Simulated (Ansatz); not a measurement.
**B3H5Se: how energies converge with the basis set**

How large a basis does B3H5Se need? Two functionals are run in growing sets.

Computed with Ansatz 0.2.0, Gaussian basis. Level: one geometry, several basis sets.

Levels to be run: PBE0-D4/def2-SVP; ωB97M-V/def2-SVP; PBE0-D4/def2-QZVPP; ωB97M-V/def2-QZVPP; the functionals' def2-TZVPP values are taken from earlier runs.

## 1. The geometry

An earlier PBE0-D4 in a triple-zeta def2 set relaxation fixed the geometry.

SMILES `BBB[SeH]`, 9 atoms, charge 0, spin multiplicity 1.

Atoms are counted from 1 here; the program's logs count them from 0.

Bond lengths: B1–B2 1.624 Å, B1–H5 1.199 Å, B1–H6 1.201 Å, B2–B3 1.646 Å, B2–H7 1.206 Å, B3–Se4 1.914 Å, B3–H8 1.196 Å, Se4–H9 1.470 Å. Angles: B2–B1–H5 122.9°, B2–B1–H6 120.5°, H5–B1–H6 116.6°, B1–B2–B3 125.1°, B1–B2–H7 117.8°, B3–B2–H7 117.2°, B2–B3–Se4 122.4°, B2–B3–H8 120.2°, Se4–B3–H8 117.4°, B3–Se4–H9 97.5°.

Geometry (Å):

```
B    -0.4066    1.0026   -1.5388
B     0.6395    0.3059   -0.5102
B     0.2335   -0.7698    0.6682
Se   -0.3061   -0.2174    2.4195
H    -0.7243    0.5027   -2.5813
H    -0.9088    2.0607   -1.2743
H     1.8096    0.5714   -0.6336
H     0.2582   -1.9444    0.4446
H    -0.5064   -1.5578    2.9889
```

## 2. PBE0-D4 in def2-SVP

Input file in.yaml:

```yaml
crystal:
  periodic: [false, false, false]
  atoms:
    - {symbol: B, position_ang: [-0.406622, 1.002572, -1.538763]}
    - {symbol: B, position_ang: [0.639539, 0.305852, -0.510204]}
    - {symbol: B, position_ang: [0.233473, -0.769828, 0.668204]}
    - {symbol: Se, position_ang: [-0.306142, -0.217447, 2.419483]}
    - {symbol: H, position_ang: [-0.724343, 0.502747, -2.581316]}
    - {symbol: H, position_ang: [-0.908821, 2.060667, -1.274337]}
    - {symbol: H, position_ang: [1.809583, 0.571359, -0.633638]}
    - {symbol: H, position_ang: [0.258237, -1.944382, 0.444568]}
    - {symbol: H, position_ang: [-0.506405, -1.557840, 2.988904]}
basis:
  gaussian: {orbitals: def2-SVP}
hamiltonian: {xc: pbe0, dispersion: d4}
output: {orbitals: {seedname: orbitals}}
```

Command:

```console
ansatz run in.yaml --threads 2 --pin off --events-out ev --progress --plain --max-ram 4352MiB
```

Further steps of the session: ωB97M-V in def2-SVP; PBE0-D4 in def2-QZVPP; ωB97M-V in def2-QZVPP.

Q: Predict the results of all the runs planned. Wanted: PBE0-D4: double and triple zeta above quadruple; ωB97M-V: double and triple zeta above quadruple.

**Answer**, as computed:

| quantity | value |
| --- | --- |
| PBE0-D4: double and triple zeta above quadruple | 11.75, 1.50 eV |
| ωB97M-V: double and triple zeta above quadruple | 11.87, 1.45 eV |

**Reading.** For PBE0-D4 the step from double to triple zeta gains 10.25 eV and the next only 1.50 eV. These are total energies; as a rule much of such shifts cancels in differences, which this series doesn't test.
